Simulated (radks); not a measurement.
# Nuclear size and the levels of Er

One table from this session's results is given with a row withheld; the runs are named, their logs left out.

The numbers are computed with radks (a radial shooting solver on a logarithmic mesh, Libxc functionals) version 1 (Dirac Kohn-Sham, LDA (Slater exchange, Perdew-Wang correlation), spin-unpolarised, spherical densities, finite nucleus; open shells fill j = l - 1/2 first), except any that are marked as measured or tabulated.

## The atom as given

* element: erbium (Z = 68)
* charge: 0
* electrons: 68
* configuration: [Xe] 4f12 6s2
* nuclear rms radius: 5.2516 fm

Set-up of the first run:

The run's settings:

```text
Z 68
configuration [Xe] 4f12 6s2 5d0 6p0
relativity Dirac
functional lda,pw
spin unpolarised
j_filling energy
nucleus finite rms 5.2516 fm
c 137.035999084
```

Among the steps run: rms radius 5.2516 fm.

One table of the session follows, with a row left open; its other results are not shown here.

It belongs to the step «rms radius 5.2516 fm». From the orbitals of this run (lengths in bohr):

| level | <r> | outermost maximum (interpolated) | 90 % within | nodes |
| --- | --- | --- | --- | --- |
| 5p3/2 | 1.536 | 1.30 | 2.28 | 3 |
| 6s1/2 | 3.964 | 3.31 | 5.91 | 5 |
| 4f5/2 | 0.8210 | 0.506 | 1.44 | 0 |
| 4f7/2 | 0.8455 | 0.511 | 1.49 | 0 |
| 6p1/2 | ? | ? | ? | ? |
| 5d3/2 | 3.407 | 2.06 | 5.90 | 2 |
| 6p3/2 | 5.904 | 4.83 | 8.95 | 4 |
| 5d5/2 | 3.621 | 2.17 | 6.29 | 2 |

Estimate the missing values for 6p1/2.

**Answer.** <r>: 5.469; outermost maximum (interpolated): 4.46; 90 % within: 8.30; nodes: 4. In the column «<r>» it lies between 6s1/2 (3.964) and 6p3/2 (5.904).
